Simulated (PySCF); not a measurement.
# A gas-phase reaction: F3GeH + Cl2 → ClF3Ge + ClH

Wanted: the reaction energy for `[F][GeH]([F])[F]` + `ClCl` → `[F][Ge]([F])([F])[Cl]` + `Cl`.

Programs: PySCF 2.14.0. All values are calculated, for the isolated system unless a continuum is named. Atoms count from 0, parts from 1.

## (1) The system as given

Each species was relaxed by itself at PBE0-D3(BJ)/def2-SVPD.

## (2) Energies of the species: wB97M-D3(BJ)/def2-TZVPD

What the job is given:

```
{"job": {"kind": "react", "xc": "wB97M-D3(BJ)", "basis": "def2-TZVPD"}, "charge": 0, "multiplicity": 1}
-1 F3GeH charge 0 multiplicity 1
F      1.560880     0.050190    -0.685050
Ge     0.027900    -0.033820     0.094010
F     -0.834190    -1.307710    -0.678320
F     -0.799470     1.419950    -0.313540
H      0.146890    -0.238700     1.591680

-1 Cl2 charge 0 multiplicity 1
Cl     1.014620    -0.008860    -0.006230
Cl    -1.014690     0.011290     0.007270

+1 ClF3Ge charge 0 multiplicity 1
F     -0.682830     1.582410    -0.132790
Ge    -0.046300     0.000070     0.004780
F     -0.522170    -0.618320     1.527750
F     -0.794080    -0.960800    -1.197650
Cl     2.045070    -0.003690    -0.201790

+1 ClH charge 0 multiplicity 1
Cl     0.644640    -0.007710    -0.005260
H     -0.643430     0.008840     0.005800
```

Method: wB97M-D3(BJ)/def2-TZVPD reaction energy of separated species, gas phase.

On the command line:

```console
$ OMP_NUM_THREADS=1 python cluster_run.py task.json out
```

This one command runs all jobs of the session in turn.

Log:

```text
species 1 (F3GeH)
coarse grid: 25792 points
cycle   1  E = -2377.2695978193  dE = -4.353e-01  |g| = 1.129e+00  |ddm| = 1.714e+00
cycle   2  E = -2377.2093796838  dE =  6.022e-02  |g| = 1.443e+00  |ddm| = 1.270e+00
cycle   3  E = -2377.4556319988  dE = -2.463e-01  |g| = 4.964e-02  |ddm| = 6.376e-01
cycle   4  E = -2377.4560091843  dE = -3.772e-04  |g| = 2.471e-02  |ddm| = 4.684e-02
cycle   5  E = -2377.4560895054  dE = -8.032e-05  |g| = 6.908e-03  |ddm| = 1.748e-02
cycle   6  E = -2377.4560981171  dE = -8.612e-06  |g| = 1.023e-03  |ddm| = 7.053e-03
final grid: 53224 points
cycle   7  E = -2377.4559891754  dE = -7.755e-07  |g| = 9.341e-04  |ddm| = 2.488e-03
cycle   8  E = -2377.4559892054  dE = -2.993e-08  |g| = 1.028e-03  |ddm| = 9.492e-04
cycle   9  E = -2377.4559893153  dE = -1.099e-07  |g| = 7.101e-05  |ddm| = 4.476e-04
cycle  10  E = -2377.4559893192  dE = -3.962e-09  |g| = 3.368e-05  |ddm| = 1.646e-04
cycle  11  E = -2377.4559893195  dE = -3.129e-10  |g| = 9.561e-06  |ddm| = 4.570e-05
converged SCF energy = -2377.4559893195

species 2 (Cl2)
coarse grid: 12632 points
cycle   1  E = -920.4762352931  dE =  6.387e-02  |g| = 2.472e-01  |ddm| = 1.180e+00
cycle   2  E = -920.4854151474  dE = -9.180e-03  |g| = 1.551e-01  |ddm| = 2.411e-01
cycle   3  E = -920.4902177399  dE = -4.803e-03  |g| = 1.247e-02  |ddm| = 9.692e-02
cycle   4  E = -920.4902871566  dE = -6.942e-05  |g| = 2.486e-03  |ddm| = 1.204e-02
cycle   5  E = -920.4902915123  dE = -4.356e-06  |g| = 2.987e-04  |ddm| = 3.875e-03
final grid: 23496 points
cycle   6  E = -920.4902474584  dE = -4.823e-08  |g| = 9.200e-05  |ddm| = 4.971e-04
cycle   7  E = -920.4902474620  dE = -3.539e-09  |g| = 4.812e-05  |ddm| = 1.125e-04
cycle   8  E = -920.4902474626  dE = -6.310e-10  |g| = 1.455e-05  |ddm| = 4.225e-05
converged SCF energy = -920.4902474626

species 3 (ClF3Ge)
coarse grid: 29632 points
cycle   1  E = -2836.9713145712  dE = -1.946e-01  |g| = 1.148e+00  |ddm| = 1.903e+00
cycle   2  E = -2836.9183201601  dE =  5.299e-02  |g| = 1.446e+00  |ddm| = 1.372e+00
cycle   3  E = -2837.1636888693  dE = -2.454e-01  |g| = 5.941e-02  |ddm| = 6.893e-01
cycle   4  E = -2837.1642899428  dE = -6.011e-04  |g| = 2.901e-02  |ddm| = 5.749e-02
cycle   5  E = -2837.1644174937  dE = -1.276e-04  |g| = 6.244e-03  |ddm| = 1.825e-02
cycle   6  E = -2837.1644244339  dE = -6.940e-06  |g| = 1.496e-03  |ddm| = 5.129e-03
final grid: 59600 points
cycle   7  E = -2837.1643296860  dE = -7.196e-07  |g| = 1.192e-03  |ddm| = 2.373e-03
cycle   8  E = -2837.1643297659  dE = -7.993e-08  |g| = 9.588e-04  |ddm| = 1.041e-03
cycle   9  E = -2837.1643298323  dE = -6.638e-08  |g| = 7.230e-05  |ddm| = 4.225e-04
cycle  10  E = -2837.1643298337  dE = -1.472e-09  |g| = 4.395e-05  |ddm| = 8.469e-05
cycle  11  E = -2837.1643298342  dE = -4.720e-10  |g| = 9.448e-06  |ddm| = 4.220e-05
converged SCF energy = -2837.1643298342

species 4 (ClH)
coarse grid: 8792 points
cycle   1  E = -460.8503329722  dE = -8.165e-02  |g| = 2.169e-01  |ddm| = 7.239e-01
cycle   2  E = -460.8625126170  dE = -1.218e-02  |g| = 1.397e-01  |ddm| = 2.651e-01
cycle   3  E = -460.8670521120  dE = -4.539e-03  |g| = 1.358e-02  |ddm| = 9.818e-02
cycle   4  E = -460.8670931955  dE = -4.108e-05  |g| = 3.364e-03  |ddm| = 9.545e-03
cycle   5  E = -460.8670994440  dE = -6.249e-06  |g| = 8.516e-04  |ddm| = 3.915e-03
final grid: 17120 points
cycle   6  E = -460.8670681434  dE = -3.715e-07  |g| = 3.676e-04  |ddm| = 8.889e-04
cycle   7  E = -460.8670681897  dE = -4.627e-08  |g| = 1.618e-04  |ddm| = 3.981e-04
cycle   8  E = -460.8670681963  dE = -6.574e-09  |g| = 4.220e-05  |ddm| = 1.295e-04
cycle   9  E = -460.8670681976  dE = -1.312e-09  |g| = 3.971e-06  |ddm| = 6.531e-05
cycle  10  E = -460.8670681976  dE = -5.173e-12  |g| = 8.164e-07  |ddm| = 3.311e-06
converged SCF energy = -460.8670681976

Reaction energy = -53.671 kcal/mol
```

Wall time 50 s (1 thread of Arm Neoverse N1, shared host); peak memory 0.75 GiB.

Species by species (with the dispersion term, which the log's SCF energies lack):

| ν | species | energy (Eh) | HOMO (eV) |
| --- | --- | --- | --- |
| -1 | [F][GeH]([F])[F] | -2377.45881 | -13.89 |
| -1 | ClCl | -920.49147 | -11.18 |
| +1 | [F][Ge]([F])([F])[Cl] | -2837.16820 | -13.10 |
| +1 | Cl | -460.86761 | -11.93 |

## (3) Reaction energy: PBE0-D3(BJ)/def2-TZVPD

The job, as its differences from that of step 2:

```diff
@@ -1,2 +1,2 @@
-{"job": {"kind": "react", "xc": "wB97M-D3(BJ)", "basis": "def2-TZVPD"}, "charge": 0, "multiplicity": 1}
+{"job": {"kind": "react", "xc": "PBE0", "basis": "def2-TZVPD", "disp": "d3bj"}, "charge": 0, "multiplicity": 1}
 -1 F3GeH charge 0 multiplicity 1
```

With the program's defaults for keys left out, this is: PBE0-D3(BJ)/def2-TZVPD reaction energy of separated species, gas phase.

Log:

```text
species 1 (F3GeH)
coarse grid: 25792 points
cycle   1  E = -2376.6516299271  dE = -3.131e-01  |g| = 1.184e+00  |ddm| = 1.767e+00
cycle   2  E = -2376.2936142386  dE =  3.580e-01  |g| = 2.022e+00  |ddm| = 1.632e+00
cycle   3  E = -2376.8400089095  dE = -5.464e-01  |g| = 1.120e-01  |ddm| = 1.033e+00
cycle   4  E = -2376.8410374741  dE = -1.029e-03  |g| = 4.618e-02  |ddm| = 7.468e-02
cycle   5  E = -2376.8412522284  dE = -2.148e-04  |g| = 2.525e-03  |ddm| = 2.208e-02
cycle   6  E = -2376.8412531517  dE = -9.233e-07  |g| = 5.085e-04  |ddm| = 1.513e-03
final grid: 53224 points
cycle   7  E = -2376.8412303965  dE = -3.813e-07  |g| = 5.191e-04  |ddm| = 1.344e-03
cycle   8  E = -2376.8412303524  dE =  4.401e-08  |g| = 7.642e-04  |ddm| = 6.637e-04
cycle   9  E = -2376.8412304367  dE = -8.422e-08  |g| = 8.138e-05  |ddm| = 3.722e-04
cycle  10  E = -2376.8412304376  dE = -9.577e-10  |g| = 1.362e-05  |ddm| = 5.340e-05
converged SCF energy = -2376.8412304376

species 2 (Cl2)
coarse grid: 3248 points
cycle   1  E = -920.0848705418  dE =  1.014e-01  |g| = 1.608e-01  |ddm| = 1.191e+00
cycle   2  E = -920.0872210211  dE = -2.350e-03  |g| = 8.738e-02  |ddm| = 1.235e-01
cycle   3  E = -920.0886038453  dE = -1.383e-03  |g| = 3.229e-02  |ddm| = 7.027e-02
cycle   4  E = -920.0888549766  dE = -2.511e-04  |g| = 5.427e-04  |ddm| = 2.039e-02
cycle   5  E = -920.0888550859  dE = -1.093e-07  |g| = 2.230e-04  |ddm| = 9.349e-04
final grid: 23496 points
cycle   6  E = -920.0901485339  dE = -8.697e-06  |g| = 2.710e-03  |ddm| = 7.424e-03
cycle   7  E = -920.0901489674  dE = -4.335e-07  |g| = 1.504e-03  |ddm| = 3.013e-03
cycle   8  E = -920.0901492067  dE = -2.392e-07  |g| = 1.104e-04  |ddm| = 1.207e-03
cycle   9  E = -920.0901492093  dE = -2.601e-09  |g| = 4.179e-05  |ddm| = 9.876e-05
cycle  10  E = -920.0901492097  dE = -3.918e-10  |g| = 3.006e-06  |ddm| = 2.416e-05
converged SCF energy = -920.0901492097

species 3 (ClF3Ge)
coarse grid: 29632 points
cycle   1  E = -2836.1561016803  dE = -8.944e-02  |g| = 1.203e+00  |ddm| = 1.965e+00
cycle   2  E = -2835.8205398297  dE =  3.356e-01  |g| = 2.011e+00  |ddm| = 1.763e+00
cycle   3  E = -2836.3488930644  dE = -5.284e-01  |g| = 1.180e-01  |ddm| = 1.119e+00
cycle   4  E = -2836.3504390074  dE = -1.546e-03  |g| = 5.463e-02  |ddm| = 9.548e-02
cycle   5  E = -2836.3508306735  dE = -3.917e-04  |g| = 6.565e-03  |ddm| = 2.987e-02
cycle   6  E = -2836.3508389003  dE = -8.227e-06  |g| = 2.079e-03  |ddm| = 5.404e-03
final grid: 59600 points
cycle   7  E = -2836.3508604022  dE =  2.453e-07  |g| = 2.653e-03  |ddm| = 3.567e-03
cycle   8  E = -2836.3508593668  dE =  1.035e-06  |g| = 3.510e-03  |ddm| = 4.457e-03
cycle   9  E = -2836.3508621165  dE = -2.750e-06  |g| = 2.353e-04  |ddm| = 2.474e-03
cycle  10  E = -2836.3508621256  dE = -9.054e-09  |g| = 5.359e-05  |ddm| = 1.458e-04
cycle  11  E = -2836.3508621259  dE = -3.392e-10  |g| = 9.393e-06  |ddm| = 2.791e-05
converged SCF energy = -2836.3508621259

species 4 (ClH)
coarse grid: 2248 points
cycle   1  E = -460.6537834735  dE = -4.644e-02  |g| = 1.882e-01  |ddm| = 7.411e-01
cycle   2  E = -460.6558521614  dE = -2.069e-03  |g| = 1.902e-01  |ddm| = 3.151e-01
cycle   3  E = -460.6653812288  dE = -9.529e-03  |g| = 1.506e-02  |ddm| = 1.513e-01
cycle   4  E = -460.6654032861  dE = -2.206e-05  |g| = 2.693e-03  |ddm| = 7.323e-03
cycle   5  E = -460.6654048339  dE = -1.548e-06  |g| = 1.111e-03  |ddm| = 2.553e-03
final grid: 17120 points
cycle   6  E = -460.6658902612  dE = -4.429e-06  |g| = 2.164e-03  |ddm| = 7.335e-03
cycle   7  E = -460.6658902907  dE = -2.946e-08  |g| = 1.795e-03  |ddm| = 2.512e-03
cycle   8  E = -460.6658909085  dE = -6.178e-07  |g| = 1.533e-04  |ddm| = 1.363e-03
cycle   9  E = -460.6658909154  dE = -6.901e-09  |g| = 2.147e-05  |ddm| = 1.086e-04
cycle  10  E = -460.6658909155  dE = -1.003e-10  |g| = 4.934e-06  |ddm| = 1.681e-05
converged SCF energy = -460.6658909155

Reaction energy = -53.902 kcal/mol
```

Run time: 28 s. Hardware: 1 thread of Arm Neoverse N1, shared host; peak memory 0.65 GiB.

Reaction energy at this level: -53.90 kcal/mol.

## (4) Side by side

Energies in kcal/mol, with wall time:

```csv
run,reaction,time
wB97M-D3(BJ)/def2-TZVPD,-53.67,50 s
PBE0-D3(BJ)/def2-TZVPD,-53.90,28 s
```

## (5) Results

| quantity | value |
| --- | --- |
| reaction energy (wB97M-D3(BJ)/def2-TZVPD) | -53.67 kcal/mol |
| ΔH, ΔG at 298 K (xTB thermal terms) | -53.8, -53.7 kcal/mol |
| range of the reaction energy over the runs of this table | -53.90 to -53.67 kcal/mol |

The reaction is exothermic by 53.8 kcal/mol in the gas phase; dispersion gives -0.23, and xTB itself gave -32.37 for the electronic energy (xTB energies and thermal terms come from the earlier relaxation of each species, not shown). No barrier was sought. xTB and this level differ widely in the electronic energy, so what comes from xTB (the thermal terms above all) is less safe here. The reaction energy runs from -53.90 (PBE0-D3(BJ)/def2-TZVPD) to -53.67 kcal/mol (wB97M-D3(BJ)/def2-TZVPD).
